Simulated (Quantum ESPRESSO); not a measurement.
# ZnRe under changes of volume

One of the cells (14.697 Å³/atom); the others are scaled copies at fixed shape and fractional positions:

```
Re Zn
1.0
     2.74822    0.00000    0.00000
    -1.37411    2.38003    0.00000
     0.00000    0.00000    4.49407
Re Zn
1 1
Direct
  0.33333 0.66667 0.50000
  0.00000 0.00000 0.00000
```

The cell comes from a database or a generator and needn't be the stable form of this composition.

* Program: Quantum ESPRESSO 7.5
* Functional: PBE
* Potentials or basis: SSSP 1.3 efficiency PBE
* Cutoff: 748 eV
* Density cutoff: 5987 eV
* k mesh: 11 × 11 × 6
* Occupations: fermi-dirac, width 0.05 eV
* Spin: no spin polarisation

```tsv
volume (Å³/atom)	energy over the lowest point (meV/atom)	pressure (GPa)
13.816	?	?
14.110	11.89	7.8
14.404	1.55	2.8
14.697	0.00	-1.7
14.991	6.32	-5.8
15.285	19.64	-9.3
15.579	39.22	-12.6
```

**Question.** What does the run at 13.816 Å³/atom give?

**Answer.** Energy over the lowest point 32.07 meV/atom; pressure 13.6 GPa.

Worked out: A Birch-Murnaghan fit of order 3 (a polynomial in V^(-2/3)) to the other rows has its minimum at 14.60 Å³/atom with B0 = V·E''(V) = 221 GPa and B' = 4.7 at fixed shape and positions, which overstates the stiffness. It gives 32.13 meV/atom at 13.816 Å³/atom, against the run's 32.07, and -dE/dV = 13.9 GPa, against 13.6.

Energies are extrapolated to zero smearing.
